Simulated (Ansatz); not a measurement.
YbTl3, space group Pm-3m, a scan of one input key

Computed with Ansatz 0.2.0, Python API.

Script `run_edit.py`:
```python
"""Keys set on an Input object, for YbTl3."""

import ansatz as az
from pymatgen.core import Lattice, Structure
from pymatgen.io.ase import AseAtomsAdaptor

pmg_structure = Structure(
    Lattice([(4.859536, 0.0, 0.0), (0.0, 4.859536, 0.0), (0.0, 0.0, 4.859536)]),
    ["Yb", "Tl", "Tl", "Tl"],
    [
        (0.0, 0.0, 0.0),
        (0.0, 0.5, 0.5),
        (0.5, 0.0, 0.5),
        (0.5, 0.5, 0.0),
    ],
)
ybtl3 = az.Crystal.from_ase(AseAtomsAdaptor.get_atoms(pmg_structure))

base = (
    ybtl3.calculation()
    .functional("r2SCAN")
    .kpoints(spacing=0.52)
    .occupations("gaussian", width=0.1)
    .mixing("msr1", preconditioner="kerker")
    .band_table()
)
typed = base.input()
rows = []
for value in [2, 6, 12]:
    edited = typed.set(az.key.scf.n_extra_bands, value)
    data = az.Session.from_dict(edited).plan().execute().report
    rows.append((value, data["free_energy_ev"], data["n_iterations"], len(data["eigenvalues_ev"][0]) if "eigenvalues_ev" in data else 0))
lines = [",".join(["extra bands", "F eV", "iterations", "bands listed"])] + [",".join(f"{v:.4f}" if isinstance(v, float) else str(v) for v in row) for row in rows]
print("\n".join(lines))
with open("edit.csv", "w") as handle:
    handle.write("\n".join(lines) + "\n")
```

```console
$ python run_edit.py
DeckWarning: basis.ecutwfc = 500 eV, auto-derived from the records' recommended cutoffs: set by Yb (their level for a meta-GGA)
extra bands,F eV,iterations,bands listed
2,-48182.5888,14,34
6,-48182.5888,15,38
12,-48182.5888,15,44
```
(Warnings from the package without file and line.)

These settings explore the input space; cutoff and mesh may be short of convergence. Semilocal functionals put the nearly full 4f shell of Yb too close to the Fermi level. Spin-orbit coupling, which matters for elements this heavy, is left out. The structure comes from a database of computed cells and needn't be a stable or known phase. Finished in 16 s on 1 thread of Arm Neoverse V1, with other jobs on the host, peak memory 0.62 GiB.

(Lines on the test bed's own set-up are left out of the output.)
